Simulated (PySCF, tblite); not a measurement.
# C₆H₁₅OPSi: geometry, infrared bands and NMR shifts

Wanted: the infrared bands and NMR shifts of C₆H₁₅OPSi (`COC1CCP([SiH3])CC1`), by calculation.

Computed with tblite 0.8.0 and PySCF 2.14.0, with density-fitted response routines of our own, on a single molecule in the gas phase. Atoms count from 0, in the outputs and in this text.

## 1. The molecule as given

24 atoms, charge 0, multiplicity 1; geometry from: force field or distance geometry start.

Bonds of the start (Å): C0–O1 1.42, O1–C2 1.42, C2–C3 1.53, C3–C4 1.54, C4–P5 1.85, P5–Si6 2.22, P5–C7 1.85, C7–C8 1.53, C8–C2 1.54, C0–H9 1.10, C0–H10 1.09, C0–H11 1.10, C2–H12 1.11, C3–H13 1.09, C3–H14 1.10, C4–H15 1.09, C4–H16 1.09, Si6–H17 1.49, Si6–H18 1.49, Si6–H19 1.48, C7–H20 1.10, C7–H21 1.09, C8–H22 1.09, C8–H23 1.10.

## 2. Geometry optimisation with GFN2-xTB

What the job is given:

```
{"job": {"kind": "relax", "xc": "GFN2-xTB", "basis": "xTB"}, "charge": 0, "multiplicity": 1}
C     -2.695500    -0.214900     1.238800
O     -1.505700     0.419600     0.807300
C     -1.350100     0.482100    -0.604900
C     -0.895500    -0.852800    -1.204100
C      0.469900    -1.310700    -0.659700
P      1.772500    -0.114200    -1.197000
Si     3.409900    -0.606100     0.217600
C      1.045600     1.377500    -0.376700
C     -0.366900     1.621900    -0.919600
H     -3.579400     0.308200     0.836100
H     -2.725400    -1.267000     0.947300
H     -2.753700    -0.161800     2.332600
H     -2.332300     0.757200    -1.039900
H     -0.868700    -0.788700    -2.293500
H     -1.626400    -1.632700    -0.949100
H      0.706900    -2.297200    -1.060700
H      0.428900    -1.403200     0.426800
H      3.959900    -1.944100    -0.136100
H      2.850900    -0.645000     1.600700
H      4.464400     0.435500     0.133300
H      0.996900     1.263900     0.712300
H      1.668200     2.246800    -0.590800
H     -0.334500     1.803000    -1.991900
H     -0.751700     2.542200    -0.462100
```

Started as:

```
$ OMP_NUM_THREADS=1 python probes_run.py task.json out
```

This one command runs all jobs of the session in turn.

**Question.** This job is followed by: GFN2-xTB harmonic vibrations, gas phase; GIAO PBE0/pcSseg-1 NMR shielding, non-relativistic, gas phase. What will the session give for the following? strongest single infrared mode (GFN2-xTB); zero-point energy (GFN2-xTB); 13C shifts against TMS (PBE0/pcSseg-1, means over atoms taken as alike); 1H shifts against TMS (PBE0/pcSseg-1, means over atoms taken as alike); 17O shifts against H2O (PBE0/pcSseg-1); 31P shifts against H3PO4 (PBE0/pcSseg-1); 29Si shifts against TMS (PBE0/pcSseg-1).

As calculated:

```
                                                               quantity                                         value
                              strongest single infrared mode (GFN2-xTB)                          753 cm⁻¹, 604 km/mol
                                           zero-point energy (GFN2-xTB)                                122.2 kcal/mol
13C shifts against TMS (PBE0/pcSseg-1, means over atoms taken as alike)                    78.8, 58.3, 33.3, 18.8 ppm
 1H shifts against TMS (PBE0/pcSseg-1, means over atoms taken as alike)  3.83, 3.54, 3.31, 2.39, 2.20, 1.42, 1.30 ppm
                                 17O shifts against H2O (PBE0/pcSseg-1)                                      30.6 ppm
                               31P shifts against H3PO4 (PBE0/pcSseg-1)                                    -143.1 ppm
                                29Si shifts against TMS (PBE0/pcSseg-1)                                     -74.7 ppm
```

Relaxing lowered the energy by 0.084 eV in 52 steps; the close pair that moved most is Si6–H17, from 1.489 to 1.463 Å. All 66 modes are real, so the xTB geometry is a minimum. The strongest single mode, at 753 cm⁻¹, is spread over several atoms, H17, H19, H18 among them. GFN2-xTB is a fitted tight-binding method: band positions and strengths are rough. Its intensities can rank the bands wrongly. At PBE0/pcSseg-1: The widest tensor belongs to Si6: span 106 ppm, with a paramagnetic part of -456 ppm.
